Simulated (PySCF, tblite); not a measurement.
**C₆H₁₄OSi: geometry, infrared bands and NMR shifts**

Wanted: the infrared bands and NMR shifts of C₆H₁₄OSi (`COC[SiH2]CC1CC1`), by calculation.

The runs use tblite 0.8.0 and PySCF 2.14.0, with density-fitted response routines of our own; the level of theory stands in each step. All values are computed, except where a source is named. Atoms count from 0, in the outputs and in this text.

## 1. The starting structure

22 atoms, charge 0, multiplicity 1; geometry from: force field or distance geometry start.

Bonds of the start (Å): C0–O1 1.43, O1–C2 1.42, C2–Si3 1.89, Si3–C4 1.89, C4–C5 1.50, C5–C6 1.50, C6–C7 1.51, C7–C5 1.52, C0–H8 1.09, C0–H9 1.10, C0–H10 1.09, C2–H11 1.09, C2–H12 1.11, Si3–H13 1.50, Si3–H14 1.48, C4–H15 1.10, C4–H16 1.09, C5–H17 1.08, C6–H18 1.09, C6–H19 1.09, C7–H20 1.08, C7–H21 1.08.

## 2. Geometry optimisation with GFN2-xTB

What the job is given:

```
{"job": {"kind": "relax", "xc": "GFN2-xTB", "basis": "xTB"}, "charge": 0, "multiplicity": 1}
C      2.968800     0.743000     1.150000
O      2.114600    -0.120100     0.394200
C      1.582500     0.522500    -0.750300
Si     0.422900    -0.514300    -1.823300
C     -1.017900    -1.183300    -0.792100
C     -1.932000    -0.137300    -0.214800
C     -2.789700    -0.486200     0.968100
C     -1.633300     0.467500     1.145200
H      3.810300     1.075600     0.542000
H      2.388200     1.607200     1.517200
H      3.343400     0.193500     2.011000
H      2.398400     0.860800    -1.384800
H      1.012100     1.413300    -0.415200
H      1.172500    -1.659100    -2.425500
H     -0.105700     0.313600    -2.934000
H     -0.612800    -1.820500     0.005000
H     -1.616400    -1.827800    -1.443600
H     -2.382200     0.490600    -0.969100
H     -3.795600    -0.080000     1.012700
H     -2.693500    -1.475600     1.415500
H     -0.776800     0.121300     1.698400
H     -1.868100     1.514700     1.292500
```

Command:

```
> OMP_NUM_THREADS=1 python probes_run.py task.json out
```

One launch serves the whole session: the jobs run in the order shown.

**Question.** This job is followed by: GFN2-xTB harmonic vibrations, gas phase; GIAO PBE0/pcSseg-1 NMR shielding, non-relativistic, gas phase. What will the session give for the following? strongest single infrared mode (GFN2-xTB); zero-point energy (GFN2-xTB); ¹³C shifts against TMS (PBE0/pcSseg-1, means over atoms taken as alike); ¹H shifts against TMS (PBE0/pcSseg-1, means over atoms taken as alike); ¹⁷O shifts against H2O (PBE0/pcSseg-1); ²⁹Si shifts against TMS (PBE0/pcSseg-1).

The runs gave:

| quantity | value |
| --- | --- |
| strongest single infrared mode (GFN2-xTB) | 2197 cm⁻¹, 347 km/mol |
| zero-point energy (GFN2-xTB) | 114.8 kcal/mol |
| ¹³C shifts against TMS (PBE0/pcSseg-1, means over atoms taken as alike) | 65.0, 63.4, 16.5, 9.9, 7.8 ppm |
| ¹H shifts against TMS (PBE0/pcSseg-1, means over atoms taken as alike) | 4.16, 3.48, 3.35, 0.76, 0.62, 0.46, 0.09 ppm |
| ¹⁷O shifts against H2O (PBE0/pcSseg-1) | 6.4 ppm |
| ²⁹Si shifts against TMS (PBE0/pcSseg-1) | -42.4 ppm |

Relaxing lowered the energy by 0.134 eV in 108 steps; the close pair that moved most is C0–O1, from 1.430 to 1.401 Å. No mode is imaginary among the 60: a minimum at this level. The strongest single mode, at 2197 cm⁻¹, moves mainly H14. GFN2-xTB is a fitted tight-binding method: band positions and strengths are rough. Its intensities can rank the bands wrongly. C0 (methyl carbon bonded to O) lies farthest downfield among carbon, at 65.0 ppm; deshielded by the electronegative neighbour.
